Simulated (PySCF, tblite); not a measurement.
# C₄H₂N₄: dynamics, then NMR shifts on frames

Aim: move C₄H₂N₄ (`N#Cc1nccnn1`) away from its starting geometry and see how NMR shifts follow the geometry.

The runs use tblite 0.8.0 and PySCF 2.14.0, with density-fitted response routines of our own; the level of theory stands in each step. All values are computed, except where a source is named. Atoms count from 0, in the outputs and in this text.

## 1. The starting structure

10 atoms, charge 0, multiplicity 1; geometry from: GFN2-xTB.

Bonds of the start (Å): N0–C1 1.14, C1–C2 1.43, C2–N3 1.34, N3–C4 1.32, C4–C5 1.40, C5–N6 1.32, N6–N7 1.29, N7–C2 1.33, C4–H8 1.08, C5–H9 1.08.

## 2. Thermal motion with GFN2-xTB

Job settings and geometry (Å):

```
{"job": {"kind": "md", "xc": "GFN2-xTB", "basis": "xTB", "temperature": 200, "steps": 2000, "every": 50, "frames": 5}, "charge": 0, "multiplicity": 1}
N      3.550538     0.121790    -0.078281
C      2.411246     0.031224    -0.038452
C      0.989816    -0.084319     0.013534
N      0.269458     0.991490    -0.323729
C     -1.036218     0.841169    -0.260424
C     -1.583370    -0.382950     0.137240
N     -0.796281    -1.396513     0.454019
N      0.489441    -1.254563     0.395273
H     -1.640179     1.697904    -0.526991
H     -2.645570    -0.560578     0.205283
```

Level: GFN2-xTB Langevin dynamics, gas phase.

On the command line:

```console
$ OMP_NUM_THREADS=1 python probes_run.py task.json out
```

The driver reads the jobs from task.json and runs them one after another.

Standard output:

```text
t/fs     T/K      E/eV
    0.0   169.5   -575.99503
   25.0   122.3   -575.87727
   50.0   187.7   -575.83158
   75.0   189.6   -575.83490
  100.0   201.8   -575.88590
  125.0   150.5   -575.77558
  150.0   248.2   -575.83308
  175.0   188.8   -575.82797
  200.0   199.2   -575.77989
  225.0   187.5   -575.80430
  250.0   196.2   -575.80859
  275.0   205.4   -575.71856
  300.0   267.4   -575.74401
  325.0   333.8   -575.82689
  350.0   210.4   -575.70303
  375.0   211.2   -575.79064
  400.0   151.8   -575.77326
  425.0   132.7   -575.70311
  450.0   172.5   -575.78711
  475.0   149.1   -575.80090
  500.0   248.0   -575.81658
  525.0   318.0   -575.76037
  550.0   157.9   -575.67792
  575.0   165.0   -575.71404
  600.0   229.3   -575.75219
  625.0   312.6   -575.79344
  650.0   196.8   -575.67607
  675.0   216.4   -575.73460
  700.0   253.5   -575.81806
  725.0   228.7   -575.80632
  750.0   232.6   -575.77560
  775.0   219.2   -575.79586
  800.0   213.7   -575.89782
  825.0   231.0   -575.86323
  850.0   236.8   -575.86466
  875.0   125.4   -575.77752
  900.0   209.1   -575.88883
  925.0   187.8   -575.82531
  950.0   220.6   -575.76200
  975.0   140.0   -575.72466
 1000.0   172.1   -575.73700
```

It took 12 s on 1 thread of AMD EPYC 7R43, shared host; peak memory 0.19 GiB.

Distance from the start (root mean square after alignment): 0 fs 0.00 Å, 200 fs 0.14 Å, 400 fs 0.13 Å, 600 fs 0.14 Å, 800 fs 0.05 Å, 1000 fs 0.12 Å.

Positions (Å) and forces (eV/Å) at 1000 fs:

```xyz
10

N     2.601   -0.218   -1.013   -1.601    0.371    0.632
C     1.546   -0.074   -0.562    0.516   -0.214   -0.153
C     0.235   -0.084    0.087    0.744    2.679   -0.840
N    -0.408    1.103    0.367    0.788   -0.982   -0.049
C    -1.515    0.970    1.083    1.574    0.440   -0.667
C    -1.868   -0.307    1.471   -1.386   -0.450    0.443
N    -1.278   -1.411    1.047   -0.825    0.551    0.246
N    -0.232   -1.264    0.316    0.435   -1.627    0.131
H    -2.004    1.892    1.379   -0.146   -0.255   -0.173
H    -2.781   -0.385    2.031   -0.100   -0.512    0.429
```

## 3. Nuclear shieldings: 250 fs, PBE0/pcSseg-1

Job settings and geometry (Å):

```
{"job": {"kind": "nmr", "xc": "PBE0", "basis": "pcSseg-1", "pop": false}, "charge": 0, "multiplicity": 1}
N      3.473500     0.446400    -0.133700
C      2.405300     0.034700    -0.067100
C      0.983000    -0.209600    -0.009300
N      0.256200     0.918100    -0.144400
C     -1.064200     0.802700    -0.121900
C     -1.581000    -0.519600     0.115800
N     -0.795600    -1.557100     0.224400
N      0.507500    -1.452900     0.148400
H     -1.656800     1.654000    -0.285200
H     -2.645800    -0.828100     0.195900
```

With the program's defaults for keys left out, this is: GIAO PBE0/pcSseg-1 NMR shielding, non-relativistic, gas phase.

Standard output:

```text
coarse grid: 9832 points
cycle   1  E = -371.9640337505  dE =  1.569e+00  |g| = 5.341e-01  |ddm| = 3.351e+00
cycle   2  E = -371.7725772278  dE =  1.915e-01  |g| = 1.073e+00  |ddm| = 1.340e+00
cycle   3  E = -372.0256313439  dE = -2.531e-01  |g| = 1.615e-01  |ddm| = 9.327e-01
cycle   4  E = -372.0299202227  dE = -4.289e-03  |g| = 7.457e-02  |ddm| = 1.503e-01
cycle   5  E = -372.0310230037  dE = -1.103e-03  |g| = 2.018e-02  |ddm| = 5.662e-02
cycle   6  E = -372.0311034147  dE = -8.041e-05  |g| = 6.281e-03  |ddm| = 1.898e-02
cycle   7  E = -372.0311125222  dE = -9.108e-06  |g| = 2.206e-03  |ddm| = 6.563e-03
final grid: 99544 points
cycle   8  E = -372.0732652201  dE = -2.658e-05  |g| = 6.426e-03  |ddm| = 2.748e-02
cycle   9  E = -372.0732582061  dE =  7.014e-06  |g| = 8.529e-03  |ddm| = 1.212e-02
cycle  10  E = -372.0732742576  dE = -1.605e-05  |g| = 1.821e-03  |ddm| = 7.232e-03
cycle  11  E = -372.0732749974  dE = -7.398e-07  |g| = 5.006e-04  |ddm| = 1.754e-03
cycle  12  E = -372.0732750512  dE = -5.382e-08  |g| = 1.763e-04  |ddm| = 4.956e-04
cycle  13  E = -372.0732750565  dE = -5.310e-09  |g| = 7.883e-05  |ddm| = 1.419e-04
cycle  14  E = -372.0732750577  dE = -1.201e-09  |g| = 2.654e-05  |ddm| = 6.457e-05
cycle  15  E = -372.0732750579  dE = -1.467e-10  |g| = 7.319e-06  |ddm| = 2.598e-05
converged SCF energy = -372.0732750579

GIAO shielding tensors (ppm)
atom      isotropic    diamagn.    paramagn.     s11        s22        s33       span
  0 N      -61.075     338.308    -399.383   -230.518   -204.289    251.581    482.099
  1 C       65.136     258.260    -193.124    -50.992    -39.734    286.134    337.127
  2 C       28.218     251.340    -223.122   -106.903     66.686    124.871    231.774
  3 N      -96.604     329.136    -425.740   -397.126   -180.797    288.112    685.238
  4 C       31.531     251.804    -220.273    -85.349     21.153    158.790    244.139
  5 C       31.272     253.339    -222.067    -90.890     35.149    149.558    240.448
  6 N     -221.126     320.864    -541.990   -686.058   -234.070    256.749    942.807
  7 N     -182.313     321.686    -503.999   -590.082   -202.650    245.792    835.874
  8 H       22.971      30.683      -7.712     20.469     21.358     27.085      6.616
  9 H       21.538      27.981      -6.443     18.869     19.801     25.943      7.073
```

Wall time 15 s (1 thread of AMD EPYC 7R43, shared host); peak memory 0.69 GiB.

The references, computed at this level on geometries of the same kind, shield at (ppm): 1H TMS 31.72, 13C TMS 186.9, 15N NH3 267.7. Their shielding less the atom's gives the shift. The references are single molecules in the gas phase, so shifts against H2O, NH3, PH3, H3PO4 or CFCl3 are not on the usual liquid scales and can be off by tens of ppm. Each atom is listed at this fixed geometry, with no averaging over motion; a spectrum would average atoms that exchange fast.

| atoms | environment | σ (ppm) | δ (ppm) |
| --- | --- | --- | --- |
| C2 | substituted aromatic carbon next to a ring nitrogen | 28.2 | 158.7 |
| C5 | aromatic CH next to a ring nitrogen | 31.3 | 155.7 |
| C4 | aromatic CH next to a ring nitrogen | 31.5 | 155.4 |
| C1 | nitrile carbon | 65.1 | 121.8 |
| H9 | hydrogen on an aromatic CH next to a ring nitrogen | 21.54 | 10.18 |
| H8 | hydrogen on an aromatic CH next to a ring nitrogen | 22.97 | 8.75 |
| N6 | pyridine-type ring nitrogen | -221.1 | 488.9 |
| N7 | pyridine-type ring nitrogen | -182.3 | 450.0 |
| N3 | pyridine-type ring nitrogen | -96.6 | 364.3 |
| N0 | nitrile nitrogen | -61.1 | 328.8 |

Ring of atoms C2, N3, C4, C5, N6, N7: NICS(0) -4.2, NICS(1) -10.9, NICS(1)zz -26.1 ppm (means of both faces).

## 4. Shielding tensors: 425 fs, PBE0/pcSseg-1

Job settings and geometry (Å):

```
{"job": {"kind": "nmr", "xc": "PBE0", "basis": "pcSseg-1", "pop": false}, "charge": 0, "multiplicity": 1}
N      3.451100     0.268100     0.085800
C      2.362200    -0.031500     0.019500
C      0.930200    -0.305800     0.027000
N      0.047300     0.744400    -0.005500
C     -1.195100     0.422400    -0.057200
C     -1.562800    -0.931300    -0.363200
N     -0.708800    -1.876700    -0.119700
N      0.509900    -1.533800     0.107200
H     -1.852300     1.197400     0.072300
H     -2.552600    -1.182500    -0.755900
```

With the program's defaults for keys left out, this is: GIAO PBE0/pcSseg-1 NMR shielding, non-relativistic, gas phase.

Standard output:

```text
coarse grid: 9832 points
cycle   1  E = -371.9522867202  dE =  1.766e+00  |g| = 5.383e-01  |ddm| = 3.367e+00
cycle   2  E = -371.7704138690  dE =  1.819e-01  |g| = 1.061e+00  |ddm| = 1.311e+00
cycle   3  E = -372.0147585418  dE = -2.443e-01  |g| = 1.512e-01  |ddm| = 9.081e-01
cycle   4  E = -372.0183853264  dE = -3.627e-03  |g| = 7.379e-02  |ddm| = 1.469e-01
cycle   5  E = -372.0194684949  dE = -1.083e-03  |g| = 1.878e-02  |ddm| = 5.791e-02
cycle   6  E = -372.0195372933  dE = -6.880e-05  |g| = 6.048e-03  |ddm| = 1.788e-02
cycle   7  E = -372.0195458635  dE = -8.570e-06  |g| = 1.730e-03  |ddm| = 6.046e-03
final grid: 99544 points
cycle   8  E = -372.0618645476  dE = -2.649e-05  |g| = 6.356e-03  |ddm| = 2.659e-02
cycle   9  E = -372.0618577427  dE =  6.805e-06  |g| = 8.364e-03  |ddm| = 1.235e-02
cycle  10  E = -372.0618734992  dE = -1.576e-05  |g| = 1.762e-03  |ddm| = 7.602e-03
cycle  11  E = -372.0618742183  dE = -7.191e-07  |g| = 5.002e-04  |ddm| = 1.757e-03
cycle  12  E = -372.0618742720  dE = -5.372e-08  |g| = 1.449e-04  |ddm| = 4.578e-04
cycle  13  E = -372.0618742756  dE = -3.526e-09  |g| = 6.432e-05  |ddm| = 1.205e-04
cycle  14  E = -372.0618742763  dE = -7.316e-10  |g| = 2.888e-05  |ddm| = 5.524e-05
converged SCF energy = -372.0618742763

GIAO shielding tensors (ppm)
atom      isotropic    diamagn.    paramagn.     s11        s22        s33       span
  0 N      -48.248     338.671    -386.919   -217.247   -197.567    270.069    487.316
  1 C       69.303     258.162    -188.859    -42.203    -33.921    284.031    326.234
  2 C       39.288     252.663    -213.375    -85.271     74.635    128.501    213.773
  3 N      -75.007     329.046    -404.054   -355.681   -168.654    299.312    654.993
  4 C       37.881     252.005    -214.124    -72.639     24.878    161.405    234.044
  5 C       36.833     255.370    -218.537    -90.188     33.736    166.952    257.140
  6 N     -175.106     319.097    -494.203   -627.484   -181.270    283.436    910.920
  7 N     -160.775     321.946    -482.722   -595.096   -156.172    268.942    864.038
  8 H       23.877      32.260      -8.383     19.575     23.803     28.252      8.677
  9 H       22.438      28.646      -6.208     18.512     22.444     26.358      7.846
```

Wall time 14 s (1 thread of AMD EPYC 7R43, shared host); peak memory 0.72 GiB.

In short: δ C5 150.1, C4 149.0, C2 147.6, C1 117.6, H9 9.28, H8 7.84 ppm.

## 5. Nuclear shieldings: 625 fs, PBE0/pcSseg-1

Job settings and geometry (Å):

```
{"job": {"kind": "nmr", "xc": "PBE0", "basis": "pcSseg-1", "pop": false}, "charge": 0, "multiplicity": 1}
N      3.426900    -0.126900     0.062300
C      2.280700    -0.261300     0.080100
C      0.844800    -0.405500     0.038000
N      0.094800     0.719300     0.088800
C     -1.196800     0.408700     0.218200
C     -1.619300    -0.932000     0.274000
N     -0.800400    -1.921000     0.144000
N      0.448000    -1.630200     0.049100
H     -1.907800     1.260300     0.196900
H     -2.656800    -1.257000     0.434900
```

With the program's defaults for keys left out, this is: GIAO PBE0/pcSseg-1 NMR shielding, non-relativistic, gas phase.

Standard output:

```text
coarse grid: 9832 points
cycle   1  E = -371.9676640019  dE =  1.715e+00  |g| = 5.207e-01  |ddm| = 3.357e+00
cycle   2  E = -371.7826930035  dE =  1.850e-01  |g| = 1.053e+00  |ddm| = 1.351e+00
cycle   3  E = -372.0268619400  dE = -2.442e-01  |g| = 1.577e-01  |ddm| = 9.337e-01
cycle   4  E = -372.0308354059  dE = -3.973e-03  |g| = 7.508e-02  |ddm| = 1.524e-01
cycle   5  E = -372.0319615484  dE = -1.126e-03  |g| = 1.977e-02  |ddm| = 5.844e-02
cycle   6  E = -372.0320401974  dE = -7.865e-05  |g| = 6.076e-03  |ddm| = 1.884e-02
cycle   7  E = -372.0320490665  dE = -8.869e-06  |g| = 1.680e-03  |ddm| = 6.178e-03
final grid: 99544 points
cycle   8  E = -372.0735046128  dE = -2.634e-05  |g| = 5.705e-03  |ddm| = 2.844e-02
cycle   9  E = -372.0735018973  dE =  2.715e-06  |g| = 6.770e-03  |ddm| = 1.039e-02
cycle  10  E = -372.0735119522  dE = -1.005e-05  |g| = 1.325e-03  |ddm| = 5.717e-03
cycle  11  E = -372.0735123118  dE = -3.596e-07  |g| = 5.516e-04  |ddm| = 1.365e-03
cycle  12  E = -372.0735123727  dE = -6.094e-08  |g| = 1.728e-04  |ddm| = 4.844e-04
cycle  13  E = -372.0735123784  dE = -5.700e-09  |g| = 5.256e-05  |ddm| = 1.326e-04
cycle  14  E = -372.0735123789  dE = -5.011e-10  |g| = 2.006e-05  |ddm| = 4.811e-05
converged SCF energy = -372.0735123789

GIAO shielding tensors (ppm)
atom      isotropic    diamagn.    paramagn.     s11        s22        s33       span
  0 N      -51.807     338.217    -390.024   -229.110   -193.258    266.948    496.058
  1 C       63.855     257.986    -194.131    -51.842    -41.721    285.128    336.971
  2 C       38.423     250.995    -212.572    -81.817     73.103    123.982    205.799
  3 N      -81.034     327.769    -408.803   -359.297   -178.241    294.435    653.732
  4 C       26.835     251.755    -224.920    -88.344     16.894    151.955    240.299
  5 C       33.532     253.064    -219.532    -91.115     40.870    150.840    241.955
  6 N     -198.860     319.659    -518.519   -657.617   -208.836    269.874    927.491
  7 N     -159.757     323.079    -482.836   -545.937   -185.743    252.408    798.344
  8 H       22.463      28.833      -6.371     19.056     22.089     26.243      7.186
  9 H       22.045      27.999      -5.954     19.484     20.386     26.265      6.781
```

Run time: 14 s. Hardware: 1 thread of AMD EPYC 7R43, shared host; peak memory 0.71 GiB.

In short: δ C4 160.1, C5 153.4, C2 148.5, C1 123.1, H9 9.67, H8 9.25 ppm.

## 6. Nuclear shieldings: 800 fs, PBE0/pcSseg-1

Job settings and geometry (Å):

```
{"job": {"kind": "nmr", "xc": "PBE0", "basis": "pcSseg-1", "pop": false}, "charge": 0, "multiplicity": 1}
N      3.174200    -0.411900    -0.384900
C      2.080500    -0.299400    -0.105100
C      0.681800    -0.208700     0.157800
N      0.122400     0.952900     0.435800
C     -1.163300     0.951900     0.748900
C     -1.834700    -0.274900     0.748700
N     -1.220500    -1.398900     0.512200
N      0.049800    -1.414100     0.269400
H     -1.597000     1.922600     1.041000
H     -2.886400    -0.374500     1.008400
```

Method: GIAO PBE0/pcSseg-1 NMR shielding, non-relativistic, gas phase.

Standard output:

```text
coarse grid: 9832 points
cycle   1  E = -371.9694700329  dE =  1.688e+00  |g| = 5.284e-01  |ddm| = 3.367e+00
cycle   2  E = -371.7941086471  dE =  1.754e-01  |g| = 1.038e+00  |ddm| = 1.337e+00
cycle   3  E = -372.0293369073  dE = -2.352e-01  |g| = 1.568e-01  |ddm| = 9.285e-01
cycle   4  E = -372.0334528051  dE = -4.116e-03  |g| = 6.950e-02  |ddm| = 1.456e-01
cycle   5  E = -372.0344016855  dE = -9.489e-04  |g| = 1.864e-02  |ddm| = 5.363e-02
cycle   6  E = -372.0344681047  dE = -6.642e-05  |g| = 5.936e-03  |ddm| = 1.703e-02
cycle   7  E = -372.0344760845  dE = -7.980e-06  |g| = 1.904e-03  |ddm| = 6.136e-03
final grid: 99544 points
cycle   8  E = -372.0763221310  dE = -2.543e-05  |g| = 6.412e-03  |ddm| = 3.078e-02
cycle   9  E = -372.0763159867  dE =  6.144e-06  |g| = 8.342e-03  |ddm| = 1.236e-02
cycle  10  E = -372.0763313155  dE = -1.533e-05  |g| = 1.398e-03  |ddm| = 7.244e-03
cycle  11  E = -372.0763317555  dE = -4.401e-07  |g| = 3.232e-04  |ddm| = 1.414e-03
cycle  12  E = -372.0763317735  dE = -1.795e-08  |g| = 1.643e-04  |ddm| = 3.281e-04
cycle  13  E = -372.0763317783  dE = -4.813e-09  |g| = 6.188e-05  |ddm| = 1.351e-04
cycle  14  E = -372.0763317790  dE = -7.240e-10  |g| = 2.298e-05  |ddm| = 4.989e-05
converged SCF energy = -372.0763317790

GIAO shielding tensors (ppm)
atom      isotropic    diamagn.    paramagn.     s11        s22        s33       span
  0 N      -53.667     338.927    -392.594   -221.994   -194.947    255.940    477.935
  1 C       67.814     258.159    -190.346    -45.400    -35.785    284.626    330.025
  2 C       25.907     251.149    -225.242   -117.453     67.428    127.746    245.199
  3 N      -77.567     328.260    -405.827   -371.691   -165.909    304.898    676.590
  4 C       35.541     252.220    -216.679    -74.450     25.272    155.803    230.253
  5 C       38.917     252.909    -213.991    -78.086     40.042    154.795    232.881
  6 N     -220.896     320.087    -540.983   -690.395   -232.394    260.102    950.497
  7 N     -218.206     322.732    -540.938   -665.047   -224.505    234.934    899.980
  8 H       22.543      28.587      -6.045     18.951     22.417     26.259      7.308
  9 H       22.218      28.314      -6.097     19.003     20.832     26.817      7.814
```

Run time: 14 s. Hardware: 1 thread of AMD EPYC 7R43, shared host; peak memory 0.72 GiB.

In short: δ C2 161.0, C4 151.4, C5 148.0, C1 119.1, H9 9.50, H8 9.17 ppm.

## 7. Shielding tensors: 1000 fs, PBE0/pcSseg-1

Job settings and geometry (Å):

```
{"job": {"kind": "nmr", "xc": "PBE0", "basis": "pcSseg-1", "pop": false}, "charge": 0, "multiplicity": 1}
N      2.601100    -0.218200    -1.013300
C      1.545600    -0.074100    -0.562500
C      0.235100    -0.084300     0.087300
N     -0.408000     1.102800     0.367300
C     -1.515200     0.969800     1.083100
C     -1.867700    -0.307200     1.471000
N     -1.277500    -1.410800     1.046800
N     -0.231500    -1.263600     0.316200
H     -2.003600     1.891800     1.379400
H     -2.780800    -0.385300     2.031400
```

With the program's defaults for keys left out, this is: GIAO PBE0/pcSseg-1 NMR shielding, non-relativistic, gas phase.

Standard output:

```text
coarse grid: 9832 points
cycle   1  E = -371.9622470797  dE =  1.671e+00  |g| = 5.304e-01  |ddm| = 3.356e+00
cycle   2  E = -371.7614293736  dE =  2.008e-01  |g| = 1.090e+00  |ddm| = 1.322e+00
cycle   3  E = -372.0230423427  dE = -2.616e-01  |g| = 1.593e-01  |ddm| = 9.313e-01
cycle   4  E = -372.0272275134  dE = -4.185e-03  |g| = 7.195e-02  |ddm| = 1.438e-01
cycle   5  E = -372.0282300232  dE = -1.003e-03  |g| = 1.892e-02  |ddm| = 5.416e-02
cycle   6  E = -372.0282954530  dE = -6.543e-05  |g| = 6.782e-03  |ddm| = 1.757e-02
cycle   7  E = -372.0283057376  dE = -1.028e-05  |g| = 2.205e-03  |ddm| = 6.619e-03
cycle   8  E = -372.0283068931  dE = -1.155e-06  |g| = 5.530e-04  |ddm| = 2.243e-03
final grid: 99544 points
cycle   9  E = -372.0702472344  dE = -2.711e-05  |g| = 4.713e-03  |ddm| = 2.792e-02
cycle  10  E = -372.0702475313  dE = -2.970e-07  |g| = 4.808e-03  |ddm| = 8.570e-03
cycle  11  E = -372.0702521117  dE = -4.580e-06  |g| = 1.321e-03  |ddm| = 3.973e-03
cycle  12  E = -372.0702524578  dE = -3.462e-07  |g| = 4.303e-04  |ddm| = 1.083e-03
cycle  13  E = -372.0702524924  dE = -3.458e-08  |g| = 1.748e-04  |ddm| = 3.996e-04
cycle  14  E = -372.0702524984  dE = -5.938e-09  |g| = 4.379e-05  |ddm| = 1.275e-04
cycle  15  E = -372.0702524987  dE = -3.643e-10  |g| = 2.163e-05  |ddm| = 5.071e-05
converged SCF energy = -372.0702524987

GIAO shielding tensors (ppm)
atom      isotropic    diamagn.    paramagn.     s11        s22        s33       span
  0 N      -57.275     338.239    -395.514   -230.194   -205.843    264.212    494.406
  1 C       63.721     258.020    -194.299    -51.383    -42.043    284.590    335.973
  2 C       33.489     252.126    -218.637    -90.969     72.049    119.387    210.356
  3 N     -101.687     327.689    -429.376   -422.888   -178.361    296.187    719.075
  4 C       28.796     253.975    -225.179    -96.005     30.285    152.107    248.112
  5 C       34.397     251.950    -217.553    -93.843     36.648    160.387    254.230
  6 N     -203.085     319.395    -522.480   -671.099   -205.019    266.863    937.962
  7 N     -169.458     324.551    -494.009   -569.273   -192.389    253.290    822.563
  8 H       22.348      29.347      -6.999     19.013     21.619     26.412      7.398
  9 H       22.591      27.931      -5.339     18.829     21.447     27.499      8.670
```

It took 14 s on 1 thread of AMD EPYC 7R43, shared host; peak memory 0.72 GiB.

In short: δ C4 158.1, C2 153.4, C5 152.5, C1 123.2, H8 9.37, H9 9.13 ppm.

## 8. Run by run: NMR shifts

Shifts (ppm) of some atoms, chosen among heavy atoms and hydrogens apart, with basis size and wall time:

| frame | C2 | H9 | H8 | N6 | N7 | N3 | N0 | functions | time |
| --- | --- | --- | --- | --- | --- | --- | --- | --- | --- |
| 250 fs | 158.7 | 10.18 | 8.75 | 488.9 | 450.0 | 364.3 | 328.8 | 146 | 15 s |
| 425 fs | 147.6 | 9.28 | 7.84 | 442.8 | 428.5 | 342.7 | 316.0 | 146 | 14 s |
| 625 fs | 148.5 | 9.67 | 9.25 | 466.6 | 427.5 | 348.8 | 319.5 | 146 | 14 s |
| 800 fs | 161.0 | 9.50 | 9.17 | 488.6 | 485.9 | 345.3 | 321.4 | 146 | 14 s |
| 1000 fs | 153.4 | 9.13 | 9.37 | 470.8 | 437.2 | 369.4 | 325.0 | 146 | 14 s |

## 9. Outcome

```
                                      quantity                           value
                                    thermostat                           200 K
                 mean temperature, second half                           215 K
       mean potential energy above the minimum                         0.21 eV
13C shifts against TMS (PBE0/pcSseg-1, 250 fs)  158.7, 155.7, 155.4, 121.8 ppm
 1H shifts against TMS (PBE0/pcSseg-1, 250 fs)                 10.18, 8.75 ppm
15N shifts against NH3 (PBE0/pcSseg-1, 250 fs)  488.9, 450.0, 364.3, 328.8 ppm
                      range of the shift of N7              427.5 to 485.9 ppm
```

In words: In the second half the potential energy averages 0.21 eV above the minimum; equipartition over 24 harmonic modes at 200 K would give 0.21 eV. With 10 atoms the temperature swings widely (122 to 334 K). Shifts at one fixed geometry are not the observed spectrum, which averages over the motion. In the first frame run (250 fs): The largest span, 943 ppm, is at N6, where the paramagnetic term is -542 ppm. NICS(1)zz of -26 ppm above the planar ring from C2 marks a diatropic (aromatic) ring current. In ppm, N7 moves most: its shift spreads over 58.4 ppm, from 427.5 (625 fs) to 485.9 (800 fs).
